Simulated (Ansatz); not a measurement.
**GeH5 (doublet): from Hartree-Fock to the top rungs at distance Ge1–H5 along a hydrogen transfer = 1.812 Å, cc-pVTZ**

The task here is to estimate one member of a computed series from the others.

Computed with Ansatz 0.2.0, Gaussian basis. Level: cc-pVTZ, core rule «outside noble gas», up to 14 orbitals frozen.

Plan: UHF; CCSD(T) on ROHF; CCSD(T) on UHF; BCCD(T) on ROHF; CCSDT(Q) on ROHF; CCSDT(Q) on UHF; CASSCF and NEVPT2, 3 electrons in 3 orbitals; CASSCF and NEVPT2, 9 electrons in 9 orbitals.

## What is computed

The geometry derives from fragments relaxed apart (PBE0/def2-TZVP) and kept rigid, so it is no stationary point. A hydrogen atom is moved between rigid fragments. No spin-orbit coupling is included. The filled d shell of Ge may be among the frozen orbitals whatever the setting's name suggests; the logs give the count.

6 atoms, charge 0, spin multiplicity 2.

Atoms are counted from 1 here; the program's logs count them from 0.

Bond lengths: Ge1–H2 1.534 Å, Ge1–H3 1.534 Å, Ge1–H4 1.534 Å, Ge1–H5 1.812 Å. Angles: H2–Ge1–H3 109.5°, H2–Ge1–H4 109.5°, H2–Ge1–H5 109.5°, H3–Ge1–H4 109.5°, H3–Ge1–H5 109.5°, H4–Ge1–H5 109.5°.

The first run:

Contents of in.yaml:

```yaml
crystal:
  periodic: [false, false, false]
  atoms:
    - {symbol: Ge, position_ang: [-0.041595, 0.000000, 0.000000]}
    - {symbol: H, position_ang: [-0.553045, 1.446599, 0.000000]}
    - {symbol: H, position_ang: [-0.553045, -0.723300, 1.252791]}
    - {symbol: H, position_ang: [-0.553045, -0.723299, -1.252792]}
    - {symbol: H, position_ang: [1.770405, 0.000000, 0.000000]}
    - {symbol: H, position_ang: [2.886405, 0.000000, 0.000000]}
basis:
  gaussian: {orbitals: cc-pVTZ}
magnetization: {spin_polarized: true, initial_magnetization: 1}
hamiltonian: {xc: hf}
output: {orbitals: {seedname: orbitals}}
```

Started as:

```
ansatz run in.yaml --threads 1 --pin off --events-out ev --progress --plain --max-ram 2816MiB --backend cpu
```

Among the steps run: UHF; CCSD(T) on ROHF; CCSD(T) on UHF; BCCD(T) on ROHF; CCSDT(Q) on ROHF; CCSDT(Q) on UHF; CASSCF and NEVPT2, 3 electrons in 3 orbitals; CASSCF and NEVPT2, 9 electrons in 9 orbitals.

One of the session's tables, all rows but one given; the rest of the session is left out.

| method | from UCCSDT(Q) (meV) |
| --- | --- |
| ROHF | +5363.8 |
| UHF | +5105.3 |
| RMP2 | +1072.1 |
| UMP2 | +1085.8 |
| RCCSD | +157.1 |
| UCCSD | +149.5 |
| RCCSD(T) | +29.3 |
| UCCSD(T) | +28.4 |
| BCCD(T) | +29.0 |
| RCCSDT | +5.9 |
| UCCSDT | ? |
| RCCSDT(Q) | +2.2 |
| UCCSDT(Q) | 0 |
| CASSCF pair | +4641.9 |
| NEVPT2 pair | +989.5 |
| CASSCF valence | +3399.8 |
| NEVPT2 valence | +948.2 |

Q: Estimate the row for UCCSDT from the others.

**Answer.** from UCCSDT(Q) (meV): +3.6. In the column «from UCCSDT(Q) (meV)» it lies between RCCSDT(Q) (+2.2) and RCCSDT (+5.9).

To keep in mind: Restricted and unrestricted rows rest on different reference determinants; where their highest levels disagree by more than a few hundredths of an eV, they describe different states and don't form one ladder.
